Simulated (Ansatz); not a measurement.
# Be2S5: the cost of one run

Method: DFT PBE, scalar-relativistic, plane waves, PAW, unless a step names another level, in Ansatz 0.2.0.

4 further runs of the same task are left out: 4 set aside as unsound or not needed.

## Step 1: The formula and the candidates

Pauling electronegativities: Be 1.57, S 2.58 (spread 1.01). No set of common oxidation states balances it. Tabulated atomic sizes suggest about 18 Å³/atom. 23 candidates were drawn, by swapping species into database cells of other compounds, at random by space group and Wyckoff sites, or by hand, as the table says:

```
name                                          made from  space group no.                    Wyckoff sites  atoms (primitive cell)  V (Å³/atom)
 c01                                             random              189                  Be 2e; S 3g, 2c                       7         22.4
 c02                                             random              123                  Be 2g; S 4n, 1a                       7         18.3
 c03                                             random              166              Be 6c; S 9d, 3b, 3a                       7         23.4
 c04                                             random              139                  Be 4d; S 8g, 2b                       7         20.6
 c05                                             random              187              Be 1b, 1a; S 2g, 3j                       7         21.0
 c06                                             random              166                  Be 6c; S 6c, 9e                       7         20.3
 c07                                             random              123              Be 2g; S 2h, 2e, 1b                       7         19.2
 c08  built by hand: BeS honeycomb layers with S6 rings              156      Be 1a, 3d; S 3d, 1c, 3d, 3d                      14         20.0
 c09                            database cell of Cu5Ge2              160  Be 3a, 3a; S 3a, 3a, 3a, 3a, 3a                       7         17.8
 c10                            database cell of Ga2Te5               87                  Be 4d; S 8h, 2a                       7         20.6
 c11                                             random              139                  Be 4d; S 8g, 2a                       7         21.9
 c12                                             random               38                  Be 4e; S 2b, 8f                       7         18.4
 c13                                             random              191              Be 2e; S 3g, 1a, 1b                       7         22.4
 c14                                built by hand: V2O5               59              Be 4e; S 4e, 2a, 4e                      14         18.1
 c15                                             random              174          Be 1b, 1a; S 1f, 1d, 3j                       7         21.6
 c16                            database cell of Li5Sn2              166              Be 6c; S 3b, 6c, 6c                       7         21.7
 c17                             database cell of Ta2O5                5              Be 4c; S 4c, 4c, 2b                       7         16.4
 c18                             database cell of Ta2O5               10              Be 2m; S 2n, 2m, 1c                       7         23.3
 c19                                             random              187          Be 1a, 1b; S 3k, 1c, 1e                       7         19.7
 c20       built by hand: BeS slabs linked by S4 chains                5              Be 4c; S 4c, 4c, 2a                       7         18.0
 c21                                             random               21                  Be 4e; S 2d, 8l                       7         22.2
 c22                             database cell of Nb2O5               12              Be 4i; S 4i, 2a, 4i                       7         24.6
 c23                            database cell of Cu5Ge2              166              Be 6c; S 6c, 6c, 3a                       7         18.2
```

## Step 2: Screening run of c03

The input, input.yaml:

```yaml
crystal:
  lattice:
    - [2.87617154, 1.66055841, 5.71732654]
    - [-2.87617154, 1.66055841, 5.71732654]
    - [0.0, -3.32111682, 5.71732654]
  atoms:
    - { symbol: Be, position: [0.76881405, 0.76881405, 0.76881405] }
    - { symbol: Be, position: [0.23118595, 0.23118595, 0.23118595] }
    - { symbol: S, position: [0.0, 0.0, 0.5] }
    - { symbol: S, position: [0.5, 0.0, 0.0] }
    - { symbol: S, position: [0.0, 0.5, 0.0] }
    - { symbol: S, position: [0.5, 0.5, 0.5] }
    - { symbol: S, position: [0.0, 0.0, 0.0] }
basis:
  ecutwfc: 420
kpoints:
  mp_grid: { grid: [4, 4, 4] }
hamiltonian:
  xc: pbe
scf:
  occupations: { method: gaussian, width: 0.2 }
  lower_state_search: "off"
output:
  forces: true
  stress: true
  eigenvalues: true
relax:
  adjacent_minimum: "off"
  f_tol: 0.08
  max_steps: 16
  cell: { stress_tol: 0.8 }
```

Run with:

```sh
> ansatz run input.yaml --threads 1 --pin off --max-ram 2560MiB --backend cpu --events-out ev --progress --plain --runs-dir out
```

**Question.** How long does this run take on 1 thread of AMD EPYC 9R45 (Zen 5), shared host, and how much memory does it need?

About 17 s, with a peak of 0.47 GiB.
